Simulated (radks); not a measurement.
# Ge³⁺ in [Ar] 3d10 4s1: an all-electron calculation

An exercise on one series of results from a longer session: the logs are not shown, and one member is left open.

Program: radks (a radial shooting solver on a logarithmic mesh, Libxc functionals) version 1. Level of theory: scalar-relativistic Kohn-Sham, r2SCAN, spin-polarised, spherical densities, finite nucleus; open shells are filled with parallel spins first. These are calculated values, not measurements, unless marked.

### Starting point

* element: germanium (Z = 32)
* charge: +3
* electrons: 29
* configuration: [Ar] 3d10 4s1
* nuclear rms radius: 4.0742 fm

The outer shells:

Ge³⁺
```
[Ar] core
3d [↑↓][↑↓][↑↓][↑↓][↑↓]
4s [↑ ]
```

Set-up of the first run:

The run's settings:

```text
Z 32
configuration [Ar] 3d10 4s1
relativity scalar-relativistic
functional r2scan,r2scan
spin polarised
nucleus finite rms 4.0742 fm
c 137.035999084
```

The run is started by

```
$ python run_ks.py task.json out
```

This one command runs every case of the session in turn.

One table of the session follows, with a row left open; its other results are not shown here.

It belongs to the step «Radial structure». Sizes of the orbitals, from the radial functions (bohr):

| level | <r> | outermost maximum (interpolated) | 90 % within | nodes |
| --- | --- | --- | --- | --- |
| 1s up | 0.04701 | 0.0307 | 0.0840 | 0 |
| 1s down | 0.04701 | 0.0307 | 0.0840 | 0 |
| 2s up | 0.2097 | 0.176 | 0.324 | 1 |
| 2s down | 0.2097 | 0.176 | 0.324 | 1 |
| 2p up | 0.1837 | 0.141 | 0.300 | 0 |
| 2p down | 0.1837 | 0.141 | 0.300 | 0 |
| 3s up | 0.6233 | 0.542 | 0.932 | 2 |
| 3s down | 0.6231 | 0.542 | 0.931 | 2 |
| 3p up | 0.6463 | 0.543 | 0.993 | 1 |
| 3p down | ? | ? | ? | ? |
| 3d up | 0.7263 | 0.506 | 1.22 | 0 |
| 3d down | 0.7188 | 0.506 | 1.21 | 0 |
| 4s up | 1.846 | 1.63 | 2.69 | 3 |
| 4s down | 1.853 | 1.62 | 2.72 | 3 |

Estimate the missing values for 3p down.

**Answer.** <r>: 0.6455; outermost maximum (interpolated): 0.543; 90 % within: 0.991; nodes: 1. In the column «<r>» it lies between 3s up (0.6233) and 3p up (0.6463).
